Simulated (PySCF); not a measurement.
# Cl2Tb (Tb(Cl)2+): the cost of one run

Program: PySCF 2.14.0. Level of theory: PBE0, Tb lcecp-1-SVP with ECP54, Cl def2-SVP; scalar-relativistic core potentials, no spin–orbit coupling. These are calculated values, not measurements.

1 further run of the same task is left out (for a known fault of the program).

## 1. Starting geometry

3 atoms, charge 1, spin multiplicity 1.

Bond lengths: Tb1–Cl2 2.623 Å, Tb1–Cl3 2.623 Å. Angles: Cl2–Tb1–Cl3 131.8°.

Geometry (Å):

```tsv
atom	x (Å)	y (Å)	z (Å)
Tb1	0.00000	0.00000	0.00000
Cl2	2.39380	0.00000	1.07130
Cl3	-2.39380	0.00000	1.07130
```

Formal oxidation states: Tb +3. Each metal's 8 4f electrons lie in its core potential, so multiplicities, spins and levels count the valence alone.

## 2. SCF at the start, singlet

The input, run.py (the lines that set the calculation):

```python
mol = gto.M(atom='''
Tb     0.00000     0.00000     0.00000
Cl     2.39380     0.00000     1.07130
Cl    -2.39380     0.00000     1.07130''',
    basis={'Tb': 'lcecp-1-SVP', 'Cl': 'def2-SVP'},
    ecp={'Tb': 'lcecp-1-SVP'},
    charge=1, spin=0)
mf = dft.RKS(mol, xc='PBE0')
mf.grids.atom_grid = (50, 194)  # f atoms: unpruned, at least (60, 302)
mf = mf.density_fit()  # fitting sets: Tb AutoAux, Cl def2-universal-JKFIT
mf.conv_tol = 1e-08; mf.max_cycle = 55
mf.kernel(dm0)  # dm0: free metal ions and neutral atoms
```

Run with:

```console
$ OMP_NUM_THREADS=2 python run.py
```

**Question.** How long does this run take on 2 threads of Arm Neoverse V2, shared host, and how much memory does it need?

About 1.7 s, with a peak of 0.33 GiB.
